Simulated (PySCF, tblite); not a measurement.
# C₆H₁₁B: excited states, first hyperpolarisability, part 1 of 2

Aim: compute the excited states, first hyperpolarisability of C₆H₁₁B (`C=C/C=C/B(C)C`).

Computed with tblite 0.8.0 and PySCF 2.14.0 and routines of our own; the level stands in each step. Atoms count from 0.

## 1. The starting structure

18 atoms, charge 0, multiplicity 1; geometry from: force field or distance geometry start.

## 2. Optimising the geometry with GFN2-xTB

The job: settings as JSON, then the geometry in Å.

```
{"job": {"kind": "relax", "xc": "GFN2-xTB", "basis": "xTB"}, "charge": 0, "multiplicity": 1}
C      3.293800     0.354400     0.575700
C      2.477600    -0.158900    -0.363100
C      1.051500     0.085700    -0.130500
C      0.182000    -0.390900    -1.027000
B     -1.331400    -0.100800    -0.726700
C     -2.205400    -1.377800    -0.336000
C     -1.787200     1.388700    -0.537500
H      2.808000     0.904100     1.381900
H      4.360900     0.219900     0.499900
H      2.839500    -0.718600    -1.184500
H      0.721400     0.661200     0.736700
H      0.497900    -0.974300    -1.887500
H     -1.798600    -2.264000    -0.889800
H     -3.252100    -1.275900    -0.628600
H     -2.062600    -1.641200     0.735900
H     -2.781900     1.388600     0.019000
H     -1.991200     1.893200    -1.509100
H     -1.031000     2.012800    -0.005200
```

Command:

```console
$ OMP_NUM_THREADS=1 python excited_run.py task.json out
```

One launch serves the whole session: the jobs run in the order shown.

Standard output:

```text
step      E/eV     max force
  0    -533.17668    2.867
  1    -533.36166    1.702
  2    -533.44397    0.753
  3    -533.50257    0.573
  4    -533.53529    0.414
  5    -533.54972    0.319
  6    -533.57274    0.400
  7    -533.58540    0.289
  8    -533.59316    0.211
  9    -533.59852    0.213
 10    -533.60478    0.268
 11    -533.61110    0.226
 12    -533.61579    0.145
 13    -533.61869    0.131
 14    -533.62140    0.128
 15    -533.62460    0.130
 16    -533.62770    0.132
 17    -533.63043    0.111
 18    -533.63327    0.131
 19    -533.63708    0.163
 20    -533.64202    0.184
 21    -533.64691    0.180
 22    -533.65077    0.157
 23    -533.65407    0.154
 24    -533.65741    0.164
 25    -533.66036    0.135
 26    -533.66237    0.089
 27    -533.66379    0.079
 28    -533.66525    0.102
 29    -533.66700    0.113
 30    -533.66872    0.098
 31    -533.67010    0.092
 32    -533.67137    0.088
 33    -533.67310    0.153
 34    -533.67541    0.177
 35    -533.67768    0.124
 36    -533.67926    0.096
 37    -533.68035    0.079
 38    -533.68131    0.079
 39    -533.68234    0.071
 40    -533.68337    0.101
 41    -533.68434    0.103
 42    -533.68530    0.088
 43    -533.68623    0.089
 44    -533.68700    0.064
 45    -533.68756    0.067
 46    -533.68792    0.051
 47    -533.68820    0.042
 48    -533.68849    0.051
 49    -533.68886    0.066
 50    -533.68929    0.062
 51    -533.68973    0.057
 52    -533.69013    0.055
 53    -533.69053    0.050
 54    -533.69101    0.061
 55    -533.69159    0.065
 56    -533.69213    0.056
 57    -533.69257    0.060
 58    -533.69296    0.061
 59    -533.69339    0.056
 60    -533.69390    0.058
 61    -533.69443    0.043
 62    -533.69485    0.044
 63    -533.69527    0.044
 64    -533.69579    0.050
 65    -533.69642    0.064
 66    -533.69716    0.071
 67    -533.69809    0.080
 68    -533.69931    0.084
 69    -533.70079    0.078
 70    -533.70204    0.104
 71    -533.70288    0.075
 72    -533.70375    0.067
 73    -533.70458    0.066
 74    -533.70555    0.060
 75    -533.70696    0.082
 76    -533.70871    0.103
 77    -533.70935    0.154
 78    -533.70991    0.171
 79    -533.71151    0.130
 80    -533.71243    0.084
 81    -533.71325    0.055
 82    -533.71410    0.040
 83    -533.71425    0.032
 84    -533.71438    0.024
 85    -533.71449    0.025
 86    -533.71460    0.031
 87    -533.71473    0.042
 88    -533.71488    0.043
 89    -533.71517    0.045
 90    -533.71542    0.059
 91    -533.71575    0.049
 92    -533.71604    0.055
 93    -533.71631    0.052
 94    -533.71660    0.045
 95    -533.71683    0.051
 96    -533.71714    0.069
 97    -533.71735    0.039
 98    -533.71757    0.024
 99    -533.71766    0.023
100    -533.71778    0.026
101    -533.71785    0.020
102    -533.71790    0.018
103    -533.71795    0.019
104    -533.71802    0.019
105    -533.71810    0.023
106    -533.71819    0.018
107    -533.71826    0.019
108    -533.71830    0.012
109    -533.71832    0.011
110    -533.71834    0.011
111    -533.71837    0.011
112    -533.71841    0.012
113    -533.71844    0.013
114    -533.71847    0.012
115    -533.71850    0.011
116    -533.71853    0.011
117    -533.71856    0.011
118    -533.71859    0.012
119    -533.71862    0.012
120    -533.71865    0.011
121    -533.71869    0.013
122    -533.71875    0.016
123    -533.71883    0.021
124    -533.71894    0.024
125    -533.71904    0.020
126    -533.71910    0.017
127    -533.71914    0.015
128    -533.71918    0.017
129    -533.71924    0.018
130    -533.71931    0.021
131    -533.71938    0.020
132    -533.71945    0.017
133    -533.71953    0.022
134    -533.71962    0.025
135    -533.71972    0.022
136    -533.71980    0.018
137    -533.71987    0.021
138    -533.71995    0.025
139    -533.72009    0.031
140    -533.72032    0.039
141    -533.72065    0.036
142    -533.72101    0.052
143    -533.72136    0.060
144    -533.72167    0.099
145    -533.72229    0.059
146    -533.72278    0.062
147    -533.72362    0.057
148    -533.72403    0.057
149    -533.72392    0.087
150    -533.72452    0.041
151    -533.72463    0.041
152    -533.72484    0.043
153    -533.72505    0.060
154    -533.72523    0.045
155    -533.72542    0.044
156    -533.72550    0.025
157    -533.72562    0.031
158    -533.72566    0.033
159    -533.72575    0.026
160    -533.72582    0.013
161    -533.72586    0.014
162    -533.72589    0.010
163    -533.72591    0.012
164    -533.72594    0.014
165    -533.72597    0.016
166    -533.72599    0.013
167    -533.72602    0.009
```

It took 0.97 s on 1 thread of Arm Neoverse V1, shared host; peak memory 0.17 GiB.

Along the way: (not every step is listed)

```
step  energy from step 0 (eV)  largest force (eV/Å)
   0                   0.0000                2.8670
   1                  -0.1850                1.7017
   2                  -0.2673                0.7534
   3                  -0.3259                0.5735
   4                  -0.3586                0.4136
   5                  -0.3730                0.3188
   6                  -0.3961                0.4004
   7                  -0.4087                0.2889
   8                  -0.4165                0.2111
  23                  -0.4774                0.1537
  38                  -0.5046                0.0792
  53                  -0.5138                0.0505
  68                  -0.5226                0.0842
  83                  -0.5376                0.0323
  98                  -0.5409                0.0239
 113                  -0.5418                0.0135
 128                  -0.5425                0.0171
 143                  -0.5447                0.0602
 158                  -0.5490                0.0331
 162                  -0.5492                0.0102
 163                  -0.5492                0.0121
 164                  -0.5493                0.0137
 165                  -0.5493                0.0155
 166                  -0.5493                0.0129
 167                  -0.5493                0.0094
```

Close pairs (by a distance rule), those that changed most:

```
  bond  before (Å)  after (Å)  change (Å)
C6–H15       1.140      1.088      -0.052
C5–H12       1.121      1.089      -0.032
C6–H17       1.116      1.087      -0.029
 C1–H9       1.058      1.083      +0.025
 C1–C2       1.466      1.442      -0.023
C6–H16       1.114      1.091      -0.022
C5–H14       1.113      1.091      -0.022
 C3–B4       1.570      1.549      -0.021
```

The end geometry stands in the next job.

## 3. Infrared spectrum with GFN2-xTB

The job: settings as JSON, then the geometry in Å.

```
{"job": {"kind": "ir", "xc": "GFN2-xTB", "basis": "xTB"}, "charge": 0, "multiplicity": 1}
C      3.555314     0.618917     0.188595
C      2.543437    -0.221702    -0.014818
C      1.166311     0.196653    -0.103796
C      0.130555    -0.634035    -0.320037
B     -1.354792    -0.215675    -0.457259
C     -2.389968    -1.310350    -0.935979
C     -1.848644     1.254053    -0.159987
H      3.391992     1.679088     0.298676
H      4.576181     0.282779     0.252595
H      2.732376    -1.282775    -0.121937
H      0.993065     1.259662     0.006653
H      0.381639    -1.686114    -0.431889
H     -2.035291    -1.842780    -1.817583
H     -3.381235    -0.921459    -1.156796
H     -2.504795    -2.068145    -0.160127
H     -2.836982     1.270161     0.295150
H     -1.945864     1.788754    -1.106139
H     -1.182058     1.839286     0.468262
```

Standard output:

```text
mode    cm-1     km/mol
  1      24.1      0.33
  2      40.2      0.74
  3      66.3      2.93
  4     119.0      0.14
  5     126.4      0.15
  6     165.4      0.13
  7     269.7      0.08
  8     283.1      0.24
  9     373.5      2.11
 10     437.1      0.51
 11     476.6      0.85
 12     601.0      0.55
 13     699.3      6.72
 14     747.3      0.68
 15     800.1      4.40
 16     864.4      4.18
 17     870.2    116.57
 18     886.1     14.77
 19     888.7     35.60
 20     949.5      5.78
 21     988.7      0.93
 22    1042.0     28.74
 23    1108.1     92.85
 24    1181.8     58.15
 25    1200.5    295.45
 26    1237.8     15.55
 27    1294.3     16.68
 28    1311.9     19.43
 29    1383.4     40.11
 30    1389.0     16.08
 31    1409.6      3.14
 32    1485.3      1.10
 33    1490.4      1.39
 34    1497.7      2.64
 35    1503.4      2.83
 36    1613.1    131.04
 37    1653.0      0.05
 38    2990.4     10.59
 39    2995.1     46.05
 40    3002.3     42.82
 41    3016.1     37.07
 42    3026.0     26.61
 43    3036.2     55.83
 44    3038.2     36.29
 45    3047.4      1.78
 46    3058.7     85.34
 47    3095.8     22.84
 48    3126.4     51.06
```

Wall time 0.51 s (1 thread of Arm Neoverse V1, shared host); peak memory 0.17 GiB.

The strongest bands and the atoms that carry them (share of the mass-weighted mode):

```
cm⁻¹  km/mol                               atoms
 870   116.6         B4 23 %, H14 18 %, H16 13 %
1108    92.8                   B4 40 %, H11 13 %
1182    58.1  B4 25 %, C2 24 %, H9 17 %, C1 14 %
1200   295.4                    B4 60 %, C3 10 %
1613   131.0                    C2 49 %, C3 44 %
3036    55.8                            H13 82 %
3059    85.3                   H10 60 %, H9 30 %
3126    51.1                    H8 68 %, H7 21 %
```

## 4. Optimising the geometry at PBE0-D3(BJ)/def2-SVP

Settings changed since step 3:

```diff
@@ -1,2 +1,2 @@
-{"job": {"kind": "ir", "xc": "GFN2-xTB", "basis": "xTB"}, "charge": 0, "multiplicity": 1}
+{"job": {"xc": "PBE0", "basis": "def2-SVP", "d3": "d3bj", "grid": 1, "kind": "geom"}, "charge": 0, "multiplicity": 1}
 C      3.555314     0.618917     0.188595
```

Standard output:

```text
step   0  E = -259.58265485  max force = 0.011526
step   1  E = -259.58484456  max force = 0.002065
step   2  E = -259.58489892  max force = 0.000523
step   3  E = -259.58494897  max force = 0.002386
step   4  E = -259.58499978  max force = 0.003046
step   5  E = -259.58502340  max force = 0.001041
step   6  E = -259.58506470  max force = 0.000795
step   7  E = -259.58507477  max force = 0.000461
step   8  E = -259.58508507  max force = 0.000465
step   9  E = -259.58509091  max force = 0.000450
optimisation converged
```

It took 65 s on 1 thread of Arm Neoverse V1, shared host; peak memory 0.66 GiB.

The steps of the relaxation:

```
step  energy from step 0 (eV)  largest force component (eV/Å)
   0                   0.0000                          0.5927
   1                  -0.0596                          0.1062
   2                  -0.0611                          0.0269
   3                  -0.0624                          0.1227
   4                  -0.0638                          0.1566
   5                  -0.0645                          0.0535
   6                  -0.0656                          0.0409
   7                  -0.0658                          0.0237
   8                  -0.0661                          0.0239
   9                  -0.0663                          0.0231
```

Distances of close pairs at the start and the end, largest changes first:

```
  bond  before (Å)  after (Å)  change (Å)
C5–H14       1.091      1.107      +0.017
 C0–H7       1.078      1.095      +0.016
 C0–H8       1.077      1.093      +0.016
C6–H16       1.091      1.106      +0.015
C6–H15       1.088      1.103      +0.015
C2–H10       1.083      1.098      +0.015
C5–H12       1.089      1.103      +0.014
 C1–H9       1.083      1.096      +0.013
```

The end geometry stands in the next job.

```
                         at the end point                value
  point group (found at 0.08 Å tolerance)                   C1
rotational constants (GHz, main isotopes)  6.489, 1.081, 0.937
                        dipole moment (D)                 0.89
```

(Continued in part 2 of 2.)
